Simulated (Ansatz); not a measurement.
# CdCu3: the cost of one run

Method: DFT PBEsol, scalar-relativistic, plane waves, PAW, in Ansatz 0.2.0.

2 further runs of the same task are left out: 2 set aside as unsound or not needed.

**1. Starting point**

The structure is cubic, space group Pm-3m (No. 221). Conventional cell: a = 3.826 Å, b = 3.826 Å, c = 3.826 Å, α = 90.00°, β = 90.00°, γ = 90.00°. Around Cd (site symmetry m-3m) lie 12 Cu at 2.71 Å. Cu (site symmetry 4/mmm) has 4 Cd at 2.71 Å and 8 Cu at 2.71 Å as nearest neighbours.

Structure file:

```
CELL_PARAMETERS angstrom
3.82570 0.00000 0.00000
0.00000 3.82570 0.00000
0.00000 0.00000 3.82570
ATOMIC_POSITIONS crystal
Cd 0.00000 0.00000 0.00000
Cu 0.00000 0.50000 0.50000
Cu 0.50000 0.00000 0.50000
Cu 0.50000 0.50000 0.00000
```

Source of the structure: the Materials Project (structure only).

(A quick probe on a coarse mesh, which set the mesh and smearing, is not shown.)

**3. The relaxation**

input.yaml reads:

```yaml
crystal:
  lattice:
    - [3.825701, 0.0, 0.0]
    - [0.0, 3.825701, 0.0]
    - [0.0, 0.0, 3.825701]
  atoms:
    - { symbol: Cd, position: [0.0, 0.0, 0.0] }
    - { symbol: Cu, position: [0.0, 0.5, 0.5] }
    - { symbol: Cu, position: [0.5, 0.0, 0.5] }
    - { symbol: Cu, position: [0.5, 0.5, 0.0] }
basis:
  ecutwfc: 420
kpoints:
  mp_grid: { grid: [12, 12, 12] }
hamiltonian:
  xc: pbesol
scf:
  occupations: { method: gaussian, width: 0.1 }
output:
  forces: true
  stress: true
  eigenvalues: true
relax:
  adjacent_minimum: "off"
  f_tol: 0.005
  max_steps: 80
  cell: { stress_tol: 0.05 }
```

**Question.** How long does this run take on 1 thread of an Arm CPU, shared host, and how much memory does it need?

About 72 s, with a peak of 0.45 GiB.
